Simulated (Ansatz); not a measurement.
# BF2H3O: the cost of one run

All numbers below are computed with Ansatz 0.2.0 (RKS PBE0-D4/cc-pVDZ).

1 further run of the same task is left out (it didn't finish).

## (1) The structure to begin with

Bond lengths: B1–O2 1.760 Å, O2–H3 1.010 Å, B1–F4 1.320 Å, B1–F5 1.320 Å. Angles: B1–O2–H3 109.5°, O2–B1–F4 120.0°, O2–B1–F5 120.0°, F4–B1–F5 120.0°.

Coordinates:

```xyz
7

B     0.0000    0.0000    0.0000
O     0.0000    0.0000    1.7600
H    -0.9095   -0.2814    2.0971
F     1.1431    0.0000   -0.6600
F    -1.1431    0.0000   -0.6600
H     0.0668    1.4124    0.4698
H     0.0544    1.1498    1.3187
```

## (2) A restrained relaxation towards end A

Springs on the bonds that form and break draw the guess towards this end; the thresholds are loose.

The input, input.yaml:

```yaml
crystal:
  periodic: [false, false, false]
  atoms:
    - { symbol: B, position_ang: [0.0, 0.0, 0.0] }
    - { symbol: O, position_ang: [0.0, 0.0, 1.76] }
    - { symbol: H, position_ang: [-0.9095, -0.2814, 2.0971] }
    - { symbol: F, position_ang: [1.1431, 0.0, -0.66] }
    - { symbol: F, position_ang: [-1.1431, 0.0, -0.66] }
    - { symbol: H, position_ang: [0.0668, 1.4124, 0.4698] }
    - { symbol: H, position_ang: [0.0544, 1.1498, 1.3187] }
basis:
  gaussian: { orbitals: cc-pVDZ }
hamiltonian:
  xc: pbe0
  dispersion: d4
relax:
  f_tol: 0.15
  max_steps: 25
  restrain:
    - { distance: [0, 5], at: 2.39, k: 30.0 }
    - { distance: [6, 1], at: 2.21, k: 30.0 }
    - { distance: [0, 1], at: 1.41, k: 30.0 }
    - { distance: [6, 5], at: 0.66, k: 30.0 }
```

Run with:

```bash
> ansatz run input.yaml --threads 1 --pin off --max-ram 2048MiB --backend cpu --events-out ev --progress --plain --runs-dir out
```

**Question.** How long does this run take on 1 thread of Arm Neoverse V2, shared host, and how much memory does it need?

About 15 s, with a peak of 0.14 GiB.
